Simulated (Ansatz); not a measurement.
# MoNH+ (doublet): wave-function methods side by side, def2-SVP

An exercise on one series of results from a longer session: the logs are not shown, and one member is left open.

Computed with Ansatz 0.2.0, Gaussian basis. Level: def2-SVP, core rule «outside noble gas», up to 5 orbitals frozen.

The runs, in order: UHF; CCSD(T) on ROHF; CCSD(T) on UHF; CISD; CCSDT(Q) on ROHF; CCSDT(Q) on UHF; CASSCF and MRCISD+Q, 11 electrons in 11 orbitals; CASSCF and NEVPT2, 11 electrons in 11 orbitals.

4 further runs of the same task are left out: 4 set aside as unsound or not needed.

### The system

The geometry is a PBE0/def2-TZVP stationary point (not a proven minimum) of the parent state, kept for this charge and spin. No spin-orbit coupling is included. Elements past krypton take def2 core potentials.

3 atoms, charge 1, spin multiplicity 2.

Atoms are counted from 1 here; the program's logs count them from 0.

Bond lengths: Mo1–N2 1.662 Å, N2–H3 1.015 Å. Angles: Mo1–N2–H3 180.0°.

Set-up of the first run:

Input file in.yaml:

```yaml
crystal:
  periodic: [false, false, false]
  atoms:
    - {symbol: Mo, position_ang: [0.000000, 0.000000, 1.446270]}
    - {symbol: N, position_ang: [0.000000, 0.000000, -0.215519]}
    - {symbol: H, position_ang: [0.000000, 0.000000, -1.230751]}
basis:
  gaussian: {orbitals: def2-SVP}
total_charge: 1
magnetization: {spin_polarized: true, initial_magnetization: 1}
hamiltonian: {xc: hf}
output: {orbitals: {seedname: orbitals}}
```

On the command line:

```sh
$ ansatz run in.yaml --threads 1 --pin off --events-out ev --progress --plain --max-ram 3968MiB --backend cpu
```

Among the steps run: UHF; CCSD(T) on ROHF; CCSD(T) on UHF; CISD; CCSDT(Q) on ROHF; CCSDT(Q) on UHF; CASSCF and MRCISD+Q, 11 electrons in 11 orbitals; CASSCF and NEVPT2, 11 electrons in 11 orbitals.

One table of the session follows, with a row left open; its other results are not shown here.

It belongs to the step «Misses and costs». 

```
          method  from RCCSDT(Q) (kcal/mol)
            ROHF                    +212.05
             UHF                    +188.68
            RMP2                     +10.73
            UMP2                     +23.62
           RCCSD                     +16.11
           UCCSD                      -3.96
        RCCSD(T)                      +2.20
        UCCSD(T)                     -18.93
          RCCSDT                      +1.19
          UCCSDT                     -25.60
       RCCSDT(Q)                          0
       UCCSDT(Q)                     -28.51
  CASSCF valence                     +99.33
  NEVPT2 valence                          ?
  MRCISD valence                      +5.59
MRCISD+Q valence                      +0.60
```

Estimate the missing values for NEVPT2 valence.

As computed: from RCCSDT(Q) (kcal/mol): +19.78. In the column «from RCCSDT(Q) (kcal/mol)» it lies between RCCSD (+16.11) and UMP2 (+23.62).

Not comparable, so not listed: CISD (they don't share determinant, frozen orbitals or solution with the rows shown, or repeat one).

To keep in mind: The determinant is far from a pure spin state, so its energy mixes those of several spin states (harmless only where they are near-degenerate, as at dissociation). The program flags UCCSD(T), UCCSDT(Q) as in doubt, so those rows may rest on another solution; read them beside their warnings. Restricted and unrestricted rows rest on different reference determinants; where their highest levels disagree by more than a few hundredths of an eV, they describe different states and don't form one ladder.
